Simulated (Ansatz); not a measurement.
# C₂H₄BClF₂: basis-set convergence

How large a basis does C₂H₄BClF₂ need? Two functionals are run in growing sets.

The runs use Ansatz 0.2.0, Gaussian basis; one geometry, several basis sets.

Plan: PBE0-D4/def2-SVP; ωB97M-V/def2-SVP; PBE0-D4/def2-QZVPP; ωB97M-V/def2-QZVPP; the functionals' def2-TZVPP values are taken from earlier runs.

**1. Structure used throughout**

All runs share one geometry, relaxed beforehand with PBE0-D4 in a triple-zeta def2 set.

SMILES `CC(Cl)B(F)F`, 10 atoms, charge 0, spin multiplicity 1.

Atoms are counted from 1 here; the program's logs count them from 0.

Bond lengths: C1–C2 1.509 Å, C1–H7 1.090 Å, C1–H8 1.094 Å, C1–H9 1.091 Å, C2–Cl3 1.814 Å, C2–B4 1.573 Å, C2–H10 1.090 Å, B4–F5 1.318 Å, B4–F6 1.317 Å. Angles: C2–C1–H7 111.2°, C2–C1–H8 109.5°, C2–C1–H9 111.0°, H7–C1–H8 108.2°, H7–C1–H9 108.7°, H8–C1–H9 108.2°, C1–C2–Cl3 110.5°, C1–C2–B4 116.5°, C1–C2–H10 111.7°, Cl3–C2–B4 100.7°, Cl3–C2–H10 104.8°, B4–C2–H10 111.5°, C2–B4–F5 121.2°, C2–B4–F6 121.4°, F5–B4–F6 117.4°.

**2. PBE0-D4 in def2-SVP**

Input file in.yaml:

```yaml
crystal:
  periodic: [false, false, false]
  atoms:
    - {symbol: C, position_ang: [0.313340, -1.190394, -0.191209]}
    - {symbol: C, position_ang: [0.411321, 0.246156, 0.260412]}
    - {symbol: Cl, position_ang: [1.498913, 1.186617, -0.846364]}
    - {symbol: B, position_ang: [-0.906411, 1.100398, 0.171776]}
    - {symbol: F, position_ang: [-1.830556, 0.838038, -0.730624]}
    - {symbol: F, position_ang: [-1.125715, 2.111215, 0.987626]}
    - {symbol: H, position_ang: [-0.128348, -1.260980, -1.185730]}
    - {symbol: H, position_ang: [-0.320976, -1.748631, 0.504066]}
    - {symbol: H, position_ang: [1.296613, -1.662579, -0.210699]}
    - {symbol: H, position_ang: [0.874818, 0.328961, 1.243645]}
basis:
  gaussian: {orbitals: def2-SVP}
hamiltonian: {xc: pbe0, dispersion: d4}
output: {orbitals: {seedname: orbitals}}
```

The runs that follow: ωB97M-V in def2-SVP; PBE0-D4 in def2-QZVPP; ωB97M-V in def2-QZVPP.

Q: Predict the results of all the runs planned. Wanted: PBE0-D4: double and triple zeta above quadruple; ωB97M-V: double and triple zeta above quadruple.

As calculated:

```
                                       quantity           value
PBE0-D4: double and triple zeta above quadruple  14.82, 0.80 eV
ωB97M-V: double and triple zeta above quadruple  14.98, 0.76 eV
```

**Reading.** For PBE0-D4 the step from double to triple zeta gains 14.01 eV and the next only 0.80 eV. Total energies overstate the basis error of differences, where much of it tends to cancel. The LUMO of ωB97M-V is positive and keeps falling with the basis (1.78 to 1.13 eV): an unbound level that the basis holds in place.
